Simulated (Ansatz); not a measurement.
**C₅H₁₅AlSiTe: small, medium and large basis sets**

One table from this session's results is given with a row withheld; the runs are named, their logs left out.

Method: one geometry, several basis sets; program: Ansatz 0.2.0, Gaussian basis.

The runs, in order: PBE0-D4/def2-SVP; ωB97M-V/def2-SVP; PBE0-D4/def2-QZVPP; ωB97M-V/def2-QZVPP; the functionals' def2-TZVPP values are taken from earlier runs.

**The geometry**

The geometry comes from an earlier relaxation with PBE0-D4 in a triple-zeta def2 set; it is a stationary point, not always the lowest conformer. Te takes the def2 core potential; no spin-orbit term is included.

23 atoms, charge 0, spin multiplicity 1.

Atoms are counted from 1 here; the program's logs count them from 0.

Bond lengths: C1–Al2 1.952 Å, C1–H9 1.092 Å, C1–H10 1.096 Å, C1–H11 1.095 Å, Al2–C3 1.956 Å, Al2–Te4 2.529 Å, C3–H12 1.095 Å, C3–H13 1.091 Å, C3–H14 1.096 Å, Te4–Si5 2.517 Å, Si5–C6 1.872 Å, Si5–C7 1.871 Å, Si5–C8 1.872 Å, C6–H15 1.092 Å, C6–H16 1.095 Å, C6–H17 1.092 Å, C7–H18 1.095 Å, C7–H19 1.091 Å and more. Angles: Al2–C1–H9 112.9°, Al2–C1–H10 110.2°, Al2–C1–H11 111.0°, H9–C1–H10 107.6°, H9–C1–H11 108.2°, H10–C1–H11 106.6°, C1–Al2–C3 120.5°, C1–Al2–Te4 116.0°, C3–Al2–Te4 123.4°, Al2–C3–H12 110.3°, Al2–C3–H13 114.4°, Al2–C3–H14 109.7°, H12–C3–H13 108.1°, H12–C3–H14 106.7°, H13–C3–H14 107.3°, Al2–Te4–Si5 98.7°, Te4–Si5–C6 110.3°, Te4–Si5–C7 110.6° and more.

The first run:

Input file in.yaml:

```yaml
crystal:
  periodic: [false, false, false]
  atoms:
    - {symbol: C, position_ang: [-1.269226, -3.973859, 0.294775]}
    - {symbol: Al, position_ang: [-0.914534, -2.055591, 0.214476]}
    - {symbol: C, position_ang: [-2.337739, -0.765502, 0.582691]}
    - {symbol: Te, position_ang: [1.443266, -1.389128, -0.411310]}
    - {symbol: Si, position_ang: [1.174335, 1.111222, -0.294181]}
    - {symbol: C, position_ang: [0.836313, 1.645704, 1.467488]}
    - {symbol: C, position_ang: [-0.192894, 1.680536, -1.437541]}
    - {symbol: C, position_ang: [2.815051, 1.808836, -0.864025]}
    - {symbol: H, position_ang: [-0.450540, -4.575299, -0.105678]}
    - {symbol: H, position_ang: [-1.432882, -4.285248, 1.332610]}
    - {symbol: H, position_ang: [-2.180874, -4.227466, -0.256191]}
    - {symbol: H, position_ang: [-3.028770, -1.166942, 1.330530]}
    - {symbol: H, position_ang: [-1.986486, 0.206766, 0.932117]}
    - {symbol: H, position_ang: [-2.923875, -0.591735, -0.327117]}
    - {symbol: H, position_ang: [-0.096596, 1.224374, 1.846605]}
    - {symbol: H, position_ang: [0.763675, 2.736747, 1.522831]}
    - {symbol: H, position_ang: [1.643748, 1.322460, 2.127950]}
    - {symbol: H, position_ang: [-0.260810, 2.773250, -1.425333]}
    - {symbol: H, position_ang: [-1.161818, 1.277575, -1.137631]}
    - {symbol: H, position_ang: [0.005309, 1.361496, -2.462970]}
    - {symbol: H, position_ang: [2.788569, 2.902706, -0.836371]}
    - {symbol: H, position_ang: [3.040236, 1.499832, -1.887100]}
    - {symbol: H, position_ang: [3.631340, 1.472566, -0.220924]}
basis:
  gaussian: {orbitals: def2-SVP}
hamiltonian: {xc: pbe0, dispersion: d4}
output: {orbitals: {seedname: orbitals}}
```

Among the steps run: PBE0-D4 in def2-SVP; ωB97M-V in def2-SVP; PBE0-D4 in def2-QZVPP; ωB97M-V in def2-QZVPP.

One of the session's tables, all rows but one given; the rest of the session is left out.

It belongs to the step «Functionals by basis». 

| functional | basis | HOMO (eV) |
| --- | --- | --- |
| PBE0-D4 | def2-SVP | -6.15 |
| PBE0-D4 | def2-TZVPP | -6.24 |
| PBE0-D4 | def2-QZVPP | -6.26 |
| ωB97M-V | def2-SVP | ? |
| ωB97M-V | def2-TZVPP | -8.26 |
| ωB97M-V | def2-QZVPP | -8.27 |

Q: Estimate the row for ωB97M-V, def2-SVP from the others.

The run gave: HOMO (eV): -8.14. In the column «HOMO (eV)» it lies between ωB97M-V, def2-TZVPP (-8.26) and PBE0-D4, def2-QZVPP (-6.26).
